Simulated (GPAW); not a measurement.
# Ir3Rh (Pm-3m) in GPAW: settings compared

One crystal, Ir3Rh, is run at these levels: PBEsol, PBEsol+D3; tasks: relaxation of cell and atoms.

Program: GPAW 26.7.0. These are calculated values, not measurements. Logs are shortened: lines on timing, memory, paths and dates and some standing lists are left out, and cuts for length are marked. The log counts tension as positive stress, the text compression.

## Step 1: The crystal as given

The structure is cubic, space group Pm-3m (No. 221). The conventional cell has a = 3.840 Å, b = 3.840 Å, c = 3.840 Å, α = 90.00°, β = 90.00°, γ = 90.00°. Ir (site symmetry 4/mmm) is surrounded by 8 Ir at 2.72 Å and 4 Rh at 2.72 Å. Rh (site symmetry m-3m) has 12 Ir at 2.72 Å as nearest neighbours.

The cell comes from a database or a generator and needn't be the stable form of this composition.

## Step 2: Relaxation of cell and atoms, PBEsol

run.py

```python
from ase import Atoms
from ase.filters import FrechetCellFilter
from ase.io import write
from ase.optimize import BFGS
from gpaw import GPAW, PW, setup_paths

setup_paths.insert(0, '.')

atoms = Atoms(['Ir', 'Ir', 'Ir', 'Rh'],
              cell=[[3.84033585, 0.0, 0.0],
                    [0.0, 3.84033585, 0.0],
                    [0.0, 0.0, 3.84033585]],
              scaled_positions=[[0.5, 0.5, 0.0],
                                [0.0, 0.5, 0.5],
                                [0.5, 0.0, 0.5],
                                [0.0, 0.0, 0.0]],
              pbc=True)

calc = GPAW(mode=PW(600),
            xc='PBEsol',
            kpts={'size': (7, 7, 7), 'gamma': True},
            occupations={'name': 'fermi-dirac', 'width': 0.05},
            nbands=52,
            convergence={'density': 1e-05, 'forces': 0.0001},
            maxiter=150,
            txt='gpaw.txt')
atoms.calc = calc
opt = BFGS(FrechetCellFilter(atoms), trajectory='relax.traj', logfile='-')
done = opt.run(fmax=0.02, steps=60)
calc.write('gs.gpw')
write('result.traj', atoms)
print('Converged:', done)
print('Cell:', atoms.cell.cellpar().round(4))
print('Volume:', round(atoms.get_volume(), 4))
print(atoms.get_scaled_positions().round(5))
```

Potentials or basis: PAW data sets generated in the run's folder for this functional, pw.

The run is started by

```console
gpaw-setup -f PBEsol Ir Rh
OMP_NUM_THREADS=1 python run.py
```

gpaw.txt:

```text
__  _  _
 | _ |_)|_||  |
 |__||  | ||/\| - 26.7.0

Input parameters:
  mode=PW(ecut=600.0),
  convergence={'density': 1e-05, 'forces': 0.0001},
  kpts=MonkhorstPack(size=(7, 7, 7), gamma=True),
  maxiter=150,
  nbands=52,
  occupations=Occupations(name='fermi-dirac', width=0.05),
  xc=XC(name='PBEsol')

Diagonalizing LCAO Hamiltonian
Converting LCAO to pw mode
   .--------.
  /|        |
 * |        |
 |Ir        |
 | | Ir     |
 | .--------.
 |/    Ir  /
 Rh-------*

Atoms  # Å, Bohr magnetons
|   | symbol |        x |        y |        z |    initial magnetic moments |
|---|--------|----------|----------|----------|-----------------------------|
| 0 |     Ir | 1.920168 | 1.920168 | 0.000000 | ( 0.0000,  0.0000,  0.0000) |
| 1 |     Ir | 0.000000 | 1.920168 | 1.920168 | ( 0.0000,  0.0000,  0.0000) |
| 2 |     Ir | 1.920168 | 0.000000 | 1.920168 | ( 0.0000,  0.0000,  0.0000) |
| 3 |     Rh | 0.000000 | 0.000000 | 0.000000 | ( 0.0000,  0.0000,  0.0000) |

Unit cell  # Å
| periodic |        x |        y |        z |  lengths |    angles |
|----------|----------|----------|----------|----------|-----------|
|      yes | 3.840336 | 0.000000 | 0.000000 | 3.840336 | 90.000000 |
|      yes | 0.000000 | 3.840336 | 0.000000 | 3.840336 | 90.000000 |
|      yes | 0.000000 | 0.000000 | 3.840336 | 3.840336 | 90.000000 |

Number of symmetries: 48
Symmetry operations  # r_c * U_cc + t_c -> r_c
|    | kind |            matrix            |
|----|------|------------------------------|
|  0 |  E   |  1, 0, 0,  0, 1, 0,  0, 0, 1 |
|  1 |  σ   |  1, 0, 0,  0, 1, 0,  0, 0,-1 |
|  2 |  σ   |  1, 0, 0,  0, 0, 1,  0, 1, 0 |
|  3 |  C4  |  1, 0, 0,  0, 0, 1,  0,-1, 0 |
|  4 |  C4  |  1, 0, 0,  0, 0,-1,  0, 1, 0 |
|  5 |  σ   |  1, 0, 0,  0, 0,-1,  0,-1, 0 |
|  6 |  σ   |  1, 0, 0,  0,-1, 0,  0, 0, 1 |
|  7 |  C2  |  1, 0, 0,  0,-1, 0,  0, 0,-1 |
|  8 |  σ   |  0, 1, 0,  1, 0, 0,  0, 0, 1 |
|  9 |  C2  |  0, 1, 0,  1, 0, 0,  0, 0,-1 |
| 10 |  C3  |  0, 1, 0,  0, 0, 1,  1, 0, 0 |
| 11 |  S6  |  0, 1, 0,  0, 0, 1, -1, 0, 0 |
| 12 |  S6  |  0, 1, 0,  0, 0,-1,  1, 0, 0 |
| 13 |  C3  |  0, 1, 0,  0, 0,-1, -1, 0, 0 |
| 14 |  C4  |  0, 1, 0, -1, 0, 0,  0, 0, 1 |
| 15 |  S4  |  0, 1, 0, -1, 0, 0,  0, 0,-1 |
| 16 |  C3  |  0, 0, 1,  1, 0, 0,  0, 1, 0 |
| 17 |  S6  |  0, 0, 1,  1, 0, 0,  0,-1, 0 |
| 18 |  σ   |  0, 0, 1,  0, 1, 0,  1, 0, 0 |
| 19 |  C4  |  0, 0, 1,  0, 1, 0, -1, 0, 0 |
| 20 |  C2  |  0, 0, 1,  0,-1, 0,  1, 0, 0 |
| 21 |  S4  |  0, 0, 1,  0,-1, 0, -1, 0, 0 |
[... 219 lines left out ...]
No gap
No difference between direct/indirect transitions

Stress tensor  # eV/Ang^3
|        x |        y |        z |
|----------|----------|----------|
| 0.039595 | 0.000000 | 0.000000 |
| 0.000000 | 0.039595 | 0.000000 |
| 0.000000 | 0.000000 | 0.039595 |

Forces  # eV/Ang
|        x |        y |       z |
|----------|----------|---------|
| -0.00000 |  0.00000 | 0.00000 |  # Ir   0
|  0.00000 |  0.00000 | 0.00000 |  # Ir   1
| -0.00000 |  0.00000 | 0.00000 |  # Ir   2
|  0.00000 | -0.00000 | 0.00000 |  # Rh   3

Interpolating wave functions to new cell

         Ir
            Ir
              Ir
       Rh

Atoms  # Å, Bohr magnetons
|   | symbol |         x |         y |        z |    initial magnetic moments |
|---|--------|-----------|-----------|----------|-----------------------------|
| 0 |     Ir |  1.916327 |  1.916327 | 0.000000 | ( 0.0000,  0.0000,  0.0000) |
| 1 |     Ir | -0.000000 |  1.916327 | 1.916327 | ( 0.0000,  0.0000,  0.0000) |
| 2 |     Ir |  1.916327 | -0.000000 | 1.916327 | ( 0.0000,  0.0000,  0.0000) |
| 3 |     Rh |  0.000000 | -0.000000 | 0.000000 | ( 0.0000,  0.0000,  0.0000) |

Unit cell  # Å
| periodic |         x |         y |        z |  lengths |    angles |
|----------|-----------|-----------|----------|----------|-----------|
|      yes |  3.832654 | -0.000000 | 0.000000 | 3.832654 | 90.000000 |
|      yes | -0.000000 |  3.832654 | 0.000000 | 3.832654 | 90.000000 |
|      yes |  0.000000 |  0.000000 | 3.832654 | 3.832654 | 90.000000 |

Number of symmetries: 48
Symmetry operations  # r_c * U_cc + t_c -> r_c
|    | kind |            matrix            |
|----|------|------------------------------|
|  0 |  E   |  1, 0, 0,  0, 1, 0,  0, 0, 1 |
|  1 |  σ   |  1, 0, 0,  0, 1, 0,  0, 0,-1 |
|  2 |  σ   |  1, 0, 0,  0, 0, 1,  0, 1, 0 |
|  3 |  C4  |  1, 0, 0,  0, 0, 1,  0,-1, 0 |
|  4 |  C4  |  1, 0, 0,  0, 0,-1,  0, 1, 0 |
|  5 |  σ   |  1, 0, 0,  0, 0,-1,  0,-1, 0 |
|  6 |  σ   |  1, 0, 0,  0,-1, 0,  0, 0, 1 |
|  7 |  C2  |  1, 0, 0,  0,-1, 0,  0, 0,-1 |
|  8 |  σ   |  0, 1, 0,  1, 0, 0,  0, 0, 1 |
|  9 |  C2  |  0, 1, 0,  1, 0, 0,  0, 0,-1 |
| 10 |  C3  |  0, 1, 0,  0, 0, 1,  1, 0, 0 |
| 11 |  S6  |  0, 1, 0,  0, 0, 1, -1, 0, 0 |
| 12 |  S6  |  0, 1, 0,  0, 0,-1,  1, 0, 0 |
| 13 |  C3  |  0, 1, 0,  0, 0,-1, -1, 0, 0 |
| 14 |  C4  |  0, 1, 0, -1, 0, 0,  0, 0, 1 |
| 15 |  S4  |  0, 1, 0, -1, 0, 0,  0, 0,-1 |
| 16 |  C3  |  0, 0, 1,  1, 0, 0,  0, 1, 0 |
| 17 |  S6  |  0, 0, 1,  1, 0, 0,  0,-1, 0 |
| 18 |  σ   |  0, 0, 1,  0, 1, 0,  1, 0, 0 |
| 19 |  C4  |  0, 0, 1,  0, 1, 0, -1, 0, 0 |
| 20 |  C2  |  0, 0, 1,  0,-1, 0,  1, 0, 0 |
| 21 |  S4  |  0, 0, 1,  0,-1, 0, -1, 0, 0 |
[... 153 lines left out ...]
convergence criteria:
- Maximum integral of absolute [dens]ity change: 1e-05 electrons / valence electron
- Maximum change in the atomic [forces] across last 2 cycles: 0.0001 eV/Ang OR
Maximum error relative to the maximum force is below inf
- Maximum [total energy] change in last 3 cyles: 0.0005 eV / valence electron
- Maximum integral of absolute [eigenst]ate change: 4e-08 eV^2 / valence electron
maximum number of iterations: 150

SCF iterations
|iter     | |      energy | eigst |  dens |force |
|---------|-|-------------|-------|-------|------|
|iter:   1| |  -39.188900 | -2.63 |       |      |
|iter:   2| |  -39.187734 | -4.86 | -2.42 |      |
|iter:   3| |  -39.184368c| -4.16 | -2.47 |      |
|iter:   4| |  -39.185088c| -4.63 | -2.97 |      |
|iter:   5| |  -39.183751c| -5.07 | -2.80 |      |
|iter:   6| |  -39.183861c| -5.62 | -3.50 |      |
|iter:   7| |  -39.183908c| -5.69 | -3.84 |      |
|iter:   8| |  -39.183908c| -7.68c| -4.85 |      |
|iter:   9| |  -39.183909c| -7.97c| -5.13c|      |
|iter:  10| |  -39.183909c| -8.22c| -6.14c|-22.90c|

Converged in 10 steps
Energy contributions relative to reference atoms: (reference = -1583113.306910)

Energy contributions:
  Kinetic:          -1.183481
  Coulomb:          -1.131163
  Zero:             -0.769279
  External:          0.000000
  Xc:              -36.077812
  Entropy:          -0.044348
  Spinorbit:         0.000000
  ----------------------------
  Free energy:     -39.206082
  Extrapolated:    -39.183909

dipole moment: (-25.602492, -25.602492, -25.602492)  # |e|*Ang
[... 7 lines left out ...]
|         16 |         7.006 |     2.000 |
|         17 |         7.006 |     2.000 |
|         18 |         7.006 |     2.000 |
|         19 |        10.307 |     2.000 |
|         20 |        10.307 |     2.000 |
|         21 |        10.307 |     2.000 |
[... 8 lines left out ...]
|         30 |        15.615 |     0.000 |
|         31 |        15.615 |     0.000 |
|        ... |               |           |
|         51 |        35.991 |     0.000 |

No gap
No difference between direct/indirect transitions

Stress tensor  # eV/Ang^3
|         x |         y |        z |
|-----------|-----------|----------|
|  0.027023 | -0.000000 | 0.000000 |
| -0.000000 |  0.027023 | 0.000000 |
|  0.000000 |  0.000000 | 0.027023 |

Forces  # eV/Ang
|        x |        y |        z |
|----------|----------|----------|
|  0.00000 |  0.00000 | -0.00000 |  # Ir   0
| -0.00000 |  0.00000 |  0.00000 |  # Ir   1
|  0.00000 | -0.00000 |  0.00000 |  # Ir   2
|  0.00000 |  0.00000 |  0.00000 |  # Rh   3

Interpolating wave functions to new cell

         Ir
            Ir
              Ir
       Rh

Atoms  # Å, Bohr magnetons
|   | symbol |         x |         y |         z |    initial magnetic moments |
|---|--------|-----------|-----------|-----------|-----------------------------|
| 0 |     Ir |  1.908250 |  1.908250 |  0.000000 | ( 0.0000,  0.0000,  0.0000) |
| 1 |     Ir |  0.000000 |  1.908250 |  1.908250 | ( 0.0000,  0.0000,  0.0000) |
| 2 |     Ir |  1.908250 |  0.000000 |  1.908250 | ( 0.0000,  0.0000,  0.0000) |
| 3 |     Rh | -0.000000 | -0.000000 | -0.000000 | ( 0.0000,  0.0000,  0.0000) |

Unit cell  # Å
| periodic |         x |         y |        z |  lengths |    angles |
|----------|-----------|-----------|----------|----------|-----------|
|      yes |  3.816500 |  0.000000 | 0.000000 | 3.816500 | 90.000000 |
|      yes |  0.000000 |  3.816500 | 0.000000 | 3.816500 | 90.000000 |
|      yes | -0.000000 | -0.000000 | 3.816500 | 3.816500 | 90.000000 |

Number of symmetries: 48
Symmetry operations  # r_c * U_cc + t_c -> r_c
|    | kind |            matrix            |
|----|------|------------------------------|
|  0 |  E   |  1, 0, 0,  0, 1, 0,  0, 0, 1 |
|  1 |  σ   |  1, 0, 0,  0, 1, 0,  0, 0,-1 |
|  2 |  σ   |  1, 0, 0,  0, 0, 1,  0, 1, 0 |
|  3 |  C4  |  1, 0, 0,  0, 0, 1,  0,-1, 0 |
|  4 |  C4  |  1, 0, 0,  0, 0,-1,  0, 1, 0 |
|  5 |  σ   |  1, 0, 0,  0, 0,-1,  0,-1, 0 |
|  6 |  σ   |  1, 0, 0,  0,-1, 0,  0, 0, 1 |
|  7 |  C2  |  1, 0, 0,  0,-1, 0,  0, 0,-1 |
|  8 |  σ   |  0, 1, 0,  1, 0, 0,  0, 0, 1 |
|  9 |  C2  |  0, 1, 0,  1, 0, 0,  0, 0,-1 |
| 10 |  C3  |  0, 1, 0,  0, 0, 1,  1, 0, 0 |
| 11 |  S6  |  0, 1, 0,  0, 0, 1, -1, 0, 0 |
| 12 |  S6  |  0, 1, 0,  0, 0,-1,  1, 0, 0 |
| 13 |  C3  |  0, 1, 0,  0, 0,-1, -1, 0, 0 |
| 14 |  C4  |  0, 1, 0, -1, 0, 0,  0, 0, 1 |
| 15 |  S4  |  0, 1, 0, -1, 0, 0,  0, 0,-1 |
| 16 |  C3  |  0, 0, 1,  1, 0, 0,  0, 1, 0 |
| 17 |  S6  |  0, 0, 1,  1, 0, 0,  0,-1, 0 |
| 18 |  σ   |  0, 0, 1,  0, 1, 0,  1, 0, 0 |
| 19 |  C4  |  0, 0, 1,  0, 1, 0, -1, 0, 0 |
| 20 |  C2  |  0, 0, 1,  0,-1, 0,  1, 0, 0 |
| 21 |  S4  |  0, 0, 1,  0,-1, 0, -1, 0, 0 |
[... 153 lines left out ...]
convergence criteria:
- Maximum integral of absolute [dens]ity change: 1e-05 electrons / valence electron
- Maximum change in the atomic [forces] across last 2 cycles: 0.0001 eV/Ang OR
Maximum error relative to the maximum force is below inf
- Maximum [total energy] change in last 3 cyles: 0.0005 eV / valence electron
- Maximum integral of absolute [eigenst]ate change: 4e-08 eV^2 / valence electron
maximum number of iterations: 150

SCF iterations
|iter     | |      energy | eigst |  dens |force |
|---------|-|-------------|-------|-------|------|
|iter:   1| |  -39.215186 | -1.99 |       |      |
|iter:   2| |  -39.210097 | -4.21 | -2.10 |      |
|iter:   3| |  -39.194358c| -3.54 | -2.15 |      |
|iter:   4| |  -39.198105c| -4.03 | -2.67 |      |
|iter:   5| |  -39.192392c| -4.46 | -2.50 |      |
|iter:   6| |  -39.192871c| -4.92 | -3.18 |      |
|iter:   7| |  -39.193027c| -5.15 | -3.58 |      |
|iter:   8| |  -39.193028c| -7.17 | -4.55 |      |
|iter:   9| |  -39.193029c| -7.49c| -4.82 |      |
|iter:  10| |  -39.193029c| -7.85c| -5.81c|      |
|iter:  11| |  -39.193029c| -8.37c| -6.13c|-23.08c|

Converged in 11 steps
Energy contributions relative to reference atoms: (reference = -1583113.306910)

Energy contributions:
  Kinetic:           5.870074
  Coulomb:          -7.113601
  Zero:             -0.788171
  External:          0.000000
  Xc:              -37.139459
  Entropy:          -0.043744
  Spinorbit:         0.000000
  ----------------------------
  Free energy:     -39.214900
  Extrapolated:    -39.193029

dipole moment: (-25.499706, -25.499706, -25.499706)  # |e|*Ang
[... 7 lines left out ...]
|         16 |         7.140 |     2.000 |
|         17 |         7.140 |     2.000 |
|         18 |         7.140 |     2.000 |
|         19 |        10.501 |     2.000 |
|         20 |        10.501 |     2.000 |
|         21 |        10.501 |     2.000 |
[... 8 lines left out ...]
|         30 |        15.921 |     0.000 |
|         31 |        15.921 |     0.000 |
|        ... |               |           |
|         51 |        36.435 |     0.000 |

No gap
No difference between direct/indirect transitions

Stress tensor  # eV/Ang^3
|         x |         y |         z |
|-----------|-----------|-----------|
| -0.000805 |  0.000000 |  0.000000 |
|  0.000000 | -0.000805 |  0.000000 |
|  0.000000 |  0.000000 | -0.000805 |

Forces  # eV/Ang
|        x |        y |        z |
|----------|----------|----------|
| -0.00000 |  0.00000 | -0.00000 |  # Ir   0
|  0.00000 |  0.00000 |  0.00000 |  # Ir   1
|  0.00000 |  0.00000 |  0.00000 |  # Ir   2
|  0.00000 | -0.00000 | -0.00000 |  # Rh   3

# Writing to gs.gpw (mode='')
```

Wall time 1.8 min (1 thread of Arm Neoverse V2, shared host); peak memory 0.24 GiB.

What came out:

| Quantity | Value |
| --- | --- |
| Free energy | -39.2149 eV |
| Relaxed volume | 13.90 Å³/atom |
| Relaxed cell | a = 3.817 Å, b = 3.817 Å, c = 3.817 Å, α = 90.00°, β = 90.00°, γ = 90.00° |
| Space group after relaxing (to 0.05 Å) | Pm-3m (No. 221) |
| Energy gained by relaxing | 5.1 meV/atom |
| Ionic steps | 3 |
| Pressure after relaxing | 0.1 GPa |
| Band gap on the k mesh | none (metal or under the smearing width) |

The path:
```
step  energy change (eV)  largest force (eV/Å)  pressure (GPa)  volume (Å³)
   1              0.0000                0.0000           -6.34        56.64
   2             -0.0112                0.0000           -4.33        56.30
   3             -0.0203                0.0000            0.13        55.59
```

Final structure:
```cif
data_structure
_symmetry_space_group_name_H-M 'P 1'
_symmetry_Int_Tables_number 1
_cell_length_a 3.8165
_cell_length_b 3.8165
_cell_length_c 3.8165
_cell_angle_alpha 90.000
_cell_angle_beta 90.000
_cell_angle_gamma 90.000
_cell_volume 55.59
loop_
_atom_site_label
_atom_site_type_symbol
_atom_site_fract_x
_atom_site_fract_y
_atom_site_fract_z
_atom_site_occupancy
Ir1 Ir 0.50000 0.50000 0.00000 1
Ir2 Ir 0.00000 0.50000 0.50000 1
Ir3 Ir 0.50000 0.00000 0.50000 1
Rh1 Rh 0.00000 0.00000 0.00000 1
```

Caveat: later steps reuse the first step's grids.

## Step 3: Relaxation of cell and atoms, PBEsol+D3

run.py: that of step 2 with these lines changed.

```diff
@@ -1,2 +1,3 @@
 from ase import Atoms
+from ase.calculators.mixing import SumCalculator
 from ase.filters import FrechetCellFilter
@@ -4,2 +5,3 @@
 from ase.optimize import BFGS
+from dftd3.ase import DFTD3
 from gpaw import GPAW, PW, setup_paths
@@ -26,3 +28,3 @@
             txt='gpaw.txt')
-atoms.calc = calc
+atoms.calc = SumCalculator([calc, DFTD3(method='pbesol', damping='d3zero')])
 opt = BFGS(FrechetCellFilter(atoms), trajectory='relax.traj', logfile='-')
```

Potentials or basis: PAW data sets generated in the run's folder for this functional, pw.

The run is started by

```console
gpaw-setup -f PBEsol Ir Rh
OMP_NUM_THREADS=1 python run.py
```

Wall time 2.4 min (1 thread of Arm Neoverse V2, shared host); peak memory 0.28 GiB.

Results (log left out):

```
Free energy                            : -41.4227 eV
Relaxed volume                         : 13.60 Å³/atom
Relaxed cell                           : a = 3.790 Å, b = 3.790 Å, c = 3.790 Å, α = 90.00°, β = 90.00°, γ = 90.00°
Space group after relaxing (to 0.05 Å) : Pm-3m (No. 221)
Energy gained by relaxing              : 24.9 meV/atom
Ionic steps                            : 4
Pressure after relaxing                : 0.0 GPa
Band gap on the k mesh                 : none (metal or under the smearing width)
Dispersion energy per atom             : -0.560 eV
```

The path:
```tsv
step	energy change (eV)	largest force (eV/Å)	pressure (GPa)	volume (Å³)
1	0.0000	0.0000	-13.90	56.64
2	-0.0543	0.0000	-9.64	55.90
3	-0.0993	0.0000	0.66	54.32
4	-0.0995	0.0000	-0.03	54.42
```

Final structure:
```
Ir Rh
1.0
     3.78953    0.00000    0.00000
     0.00000    3.78953    0.00000
     0.00000    0.00000    3.78953
Ir Rh
3 1
Direct
  0.50000 0.50000 0.00000
  0.00000 0.50000 0.50000
  0.50000 0.00000 0.50000
  0.00000 0.00000 0.00000
```

Levels at points of the mesh, in eV from the Fermi level:
```csv
k point,band 27,band 28,band 29,band 30,band 31,band 32,band 33,band 34
"(0.00, 0.00, 0.00)",1.21,1.21,1.21,1.24,1.85,1.85,1.85,2.14
```

Caveat: later steps reuse the first step's grids; pairwise dispersion overbinds metals, which lowers pressure and volume. The run has no spin-orbit coupling, so splittings on Ir are missing.
